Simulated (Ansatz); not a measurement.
# C2H6F4O2W: a ladder of functionals and wavefunction methods

One table from this session's results is given with a row withheld; the runs are named, their logs left out.

Program: Ansatz 0.2.0, Gaussian basis. Level of theory: functionals in def2-TZVPP, the program's frozen cores in correlated methods. These are calculated values, not measurements.

The runs, in order: LDA (SPW92), PBE-D4, revPBE-D4, BLYP-D4, r2SCAN-D4, B97M-V, PBE0-D4, B3LYP-D4, r2SCANh-D4, r2SCAN0-D4, HSE06-D4, BHLYP-D4, CAM-B3LYP-D4, LC-ωPBE, ωB97X-V, ωB97M-V, B2PLYP, PBE-QIDH; CCSD(T)/def2-SVP; CCSD(T)/def2-TZVPP; MP2/def2-QZVPP; extrapolation to the limit; RPA on PBE.

### The relaxed structure

The geometry comes from an earlier relaxation with PBE0-D4 in a triple-zeta def2 set; it is a stationary point, not always the lowest conformer. W takes the def2 core potential; no spin-orbit term is included.

SMILES `C[O][W]([F])([F])([F])([F])[O]C`, 15 atoms, charge 0, spin multiplicity 1.

Atoms are counted from 1 here; the program's logs count them from 0.

Bond lengths: C1–O2 1.400 Å, C1–H10 1.093 Å, C1–H11 1.092 Å, C1–H12 1.093 Å, O2–W3 1.835 Å, W3–F4 1.873 Å, W3–F5 1.872 Å, W3–F6 1.867 Å, W3–F7 1.862 Å, W3–O8 1.827 Å, O8–C9 1.398 Å, C9–H13 1.094 Å, C9–H14 1.093 Å, C9–H15 1.091 Å. Angles: O2–C1–H10 109.5°, O2–C1–H11 109.0°, O2–C1–H12 109.0°, H10–C1–H11 110.1°, H10–C1–H12 109.8°, H11–C1–H12 109.5°, C1–O2–W3 142.4°, O2–W3–F4 94.3°, O2–W3–F5 86.5°, O2–W3–F6 170.8°, O2–W3–F7 90.6°, O2–W3–O8 96.6°, F4–W3–F5 86.3°, F4–W3–F6 88.5°, F4–W3–F7 174.7°, F4–W3–O8 87.0°, F5–W3–F6 85.0°, F5–W3–F7 92.1° and more.

Set-up of the first run:

Contents of in.yaml:

```yaml
crystal:
  periodic: [false, false, false]
  atoms:
    - {symbol: C, position_ang: [2.111711, -0.705811, -1.621530]}
    - {symbol: O, position_ang: [1.087784, -0.478839, -0.694760]}
    - {symbol: W, position_ang: [-0.115528, 0.790700, -0.141354]}
    - {symbol: F, position_ang: [-1.548176, 0.048679, -1.092249]}
    - {symbol: F, position_ang: [0.298806, 1.706008, -1.720725]}
    - {symbol: F, position_ang: [-1.194838, 2.266076, 0.236105]}
    - {symbol: F, position_ang: [1.222732, 1.676714, 0.803494]}
    - {symbol: O, position_ang: [-0.733862, -0.124485, 1.313798]}
    - {symbol: C, position_ang: [-1.848980, -0.624859, 1.992018]}
    - {symbol: H, position_ang: [2.039722, 0.025662, -2.431036]}
    - {symbol: H, position_ang: [2.011406, -1.716902, -2.020344]}
    - {symbol: H, position_ang: [3.076463, -0.606397, -1.118455]}
    - {symbol: H, position_ang: [-2.570040, -1.003750, 1.262363]}
    - {symbol: H, position_ang: [-2.305309, 0.177662, 2.576444]}
    - {symbol: H, position_ang: [-1.531892, -1.430447, 2.656221]}
basis:
  gaussian: {orbitals: def2-TZVPP}
hamiltonian: {xc: lda}
output: {orbitals: {seedname: orbitals}}
```

Launch:

```bash
$ ansatz run in.yaml --threads 5 --pin off --events-out ev --progress --plain --max-ram 66560MiB --backend cuda --devices 0, --max-vram 37GiB
```

Steps of the session up to this table: LDA; PBE-D4 (GGA); revPBE-D4 (GGA); BLYP-D4 (GGA); r2SCAN-D4 (meta-GGA); B97M-V (meta-GGA); PBE0-D4 (hybrid); B3LYP-D4 (hybrid); r2SCANh-D4 (hybrid); r2SCAN0-D4 (hybrid); HSE06-D4 (hybrid); BHLYP-D4 (hybrid); CAM-B3LYP-D4 (range-separated); LC-ωPBE (range-separated); ωB97X-V (range-separated); ωB97M-V (range-separated); B2PLYP (double hybrid); PBE-QIDH (double hybrid).

One table of the session follows, with a row left open; its other results are not shown here.

It belongs to the step «Orbital energies across the functionals». 

```
  functional  HOMO (eV)  LUMO (eV)  gap (eV)
 LDA (SPW92)      -7.92      -3.63      4.29
      PBE-D4      -7.76      -3.41      4.35
   revPBE-D4      -7.69      -3.32      4.37
     BLYP-D4      -7.68      -3.34      4.34
   r2SCAN-D4      -8.14      -3.44      4.70
      B97M-V      -8.27      -3.46      4.81
     PBE0-D4      -9.38      -2.81      6.57
    B3LYP-D4      -9.15      -3.04      6.11
  r2SCANh-D4      -8.74      -3.20      5.54
  r2SCAN0-D4      -9.64      -2.82      6.82
    HSE06-D4      -8.98      -3.19      5.79
    BHLYP-D4     -10.95      -2.06      8.89
CAM-B3LYP-D4     -10.82      -1.76      9.06
     LC-ωPBE     -12.11      -0.54     11.57
     ωB97X-V          ?          ?         ?
     ωB97M-V     -11.72      -0.68     11.04
```

Q: Estimate the row for ωB97X-V from the others.

**Answer.** HOMO (eV): -11.79; LUMO (eV): -0.64; gap (eV): 11.15. In the column «HOMO (eV)» it lies between LC-ωPBE (-12.11) and ωB97M-V (-11.72).
